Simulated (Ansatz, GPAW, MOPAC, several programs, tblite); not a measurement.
What each method gives for NiSTe (Janus 1T monolayer)

NiSTe (Janus 1T monolayer), relaxed with r2SCAN in Ansatz, was computed with several methods. In-plane lattice: a = 3.527 Å, b = 3.527 Å, γ = 120.0°; thickness between the outer nuclei 2.57 Å. Ni is surrounded by 3 S at 2.31 Å and 3 Te at 2.51 Å; S is surrounded by 3 Ni at 2.31 Å; Te is surrounded by 3 Ni at 2.51 Å. No spin polarisation. The prototype was imposed, so other structures may be more stable.

```cif
data_structure
_symmetry_space_group_name_H-M 'P 1'
_symmetry_Int_Tables_number 1
_cell_length_a 3.5267
_cell_length_b 3.5267
_cell_length_c 29.7672
_cell_angle_alpha 90.000
_cell_angle_beta 90.000
_cell_angle_gamma 120.000
_cell_volume 320.64
loop_
_atom_site_label
_atom_site_type_symbol
_atom_site_fract_x
_atom_site_fract_y
_atom_site_fract_z
_atom_site_occupancy
Ni1 Ni 0.00000 0.00000 0.30657 1
S1 S 0.33333 0.66667 0.34337 1
Te1 Te 0.66667 0.33333 0.25710 1
```
The sheet repeats along a and b alone.

Gaps and times are for a single point on this cell. Times are rough, from shared hosts (Arm Neoverse V2), and each method has its own mesh and cell size. PM7 (MOPAC) and PM6 (MOPAC): levels, charges or heat of formation failed a check of plausibility, so no values are given. PM6 (MOPAC), PM7 (MOPAC), GFN1-xTB (tblite), GFN2-xTB (tblite) treat a cluster of cells at its zone centre, which samples few k points: where these miss a band edge, the gap comes out too large for that reason alone. Gaps from k meshes are read at a limited set of points (mesh, symmetry points, PBE's band edges), so each method's own least gap may be somewhat smaller. xTB and the PM methods were fitted mostly to molecules, and can miss a solid's gap by electronvolts. Minimal bases can be far off for gaps. The open d shell was run without spin, which may not be the ground state of these methods, hybrids least of all. d marks a direct gap, i an indirect one (no mark: not told apart), a dash a value that wasn't computed or didn't pass its checks.

```csv
method,kind,gap (eV),atoms computed,processor time
GFN1-xTB (tblite),tight binding,0.06,27,0.88 s
GFN2-xTB (tblite),tight binding,0.22,27,1.2 s
PM7 (MOPAC),semi-empirical,–,27,1.3 s
light PBE (260 eV and a coarse mesh),light plane-wave,overlap 0.41,3,4.9 s
PBE/single zeta (GPAW),small basis,0.20 i,3,11 s
PM6 (MOPAC),semi-empirical,–,27,15 s
PBE,semilocal,overlap 0.37,3,18 s
r2SCAN,semilocal,overlap 0.29,3,46 s
```

With PBE and r2SCAN the bands overlap or touch, or nearly. Semilocal functionals can close a real gap, so this doesn't show a metal; small gaps of other methods may in turn close between the points read or with spin-orbit coupling, and the solid may be a semimetal.

No spin-orbit coupling is included; it can move band edges with weight on the heavy atoms by tenths of an eV.
